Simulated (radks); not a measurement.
# Sn²⁸⁺ in [Ne] 3s2 3p4 3d4 4p2: an all-electron calculation

The task here is to estimate one member of a computed series from the others.

The numbers are computed with radks (a radial shooting solver on a logarithmic mesh, Libxc functionals) version 1 (scalar-relativistic Kohn-Sham, LDA (Slater exchange, Perdew-Wang correlation), spin-polarised, spherical densities, finite nucleus; open shells are filled with parallel spins first), except any that are marked as measured or tabulated.

### The atom as given

- element: tin (Z = 50)
- charge: +28
- electrons: 22
- configuration: [Ne] 3s2 3p4 3d4 4p2
- nuclear rms radius: 4.6519 fm

Outer shells as boxes (Hund's rule):

Sn²⁸⁺
```
[Ne] core
3s [↑↓]
3p [↑↓][↑ ][↑ ]
3d [↑ ][↑ ][↑ ][↑ ][  ]
4p [↑ ][↑ ][  ]
```

The first run:

Input:

```text
Z 50
configuration [Ne] 3s2 3p4 3d4 4p2
relativity scalar-relativistic
functional lda,pw
spin polarised
nucleus finite rms 4.6519 fm
c 137.035999084
```

One of the session's tables, all rows but one given; the rest of the session is left out.

It belongs to the step «Radial structure». From the orbitals of this run (lengths in bohr):

| level | <r> | outermost maximum (interpolated) | 90 % within | nodes |
| --- | --- | --- | --- | --- |
| 1s up | 0.02908 | 0.0188 | 0.0522 | 0 |
| 1s down | 0.02908 | 0.0188 | 0.0522 | 0 |
| 2s up | 0.1248 | 0.106 | 0.193 | 1 |
| 2s down | 0.1246 | 0.106 | 0.192 | 1 |
| 2p up | 0.1088 | 0.0847 | 0.177 | 0 |
| 2p down | 0.1087 | 0.0846 | 0.176 | 0 |
| 3s up | 0.3158 | 0.294 | 0.460 | 2 |
| 3s down | 0.3168 | 0.295 | 0.461 | 2 |
| 3p up | 0.3086 | 0.285 | 0.458 | 1 |
| 3p down | 0.3098 | 0.285 | 0.460 | 1 |
| 3d up | 0.2765 | 0.230 | 0.425 | 0 |
| 3d down | 0.2774 | 0.230 | 0.427 | 0 |
| 4p up | ? | ? | ? | ? |
| 4p down | 0.6296 | 0.624 | 0.896 | 2 |

**Question.** Estimate the row for 4p up.

The run gave: <r>: 0.6257; outermost maximum (interpolated): 0.621; 90 % within: 0.889; nodes: 2. In the column «<r>» it lies between 3s down (0.3168) and 4p down (0.6296).
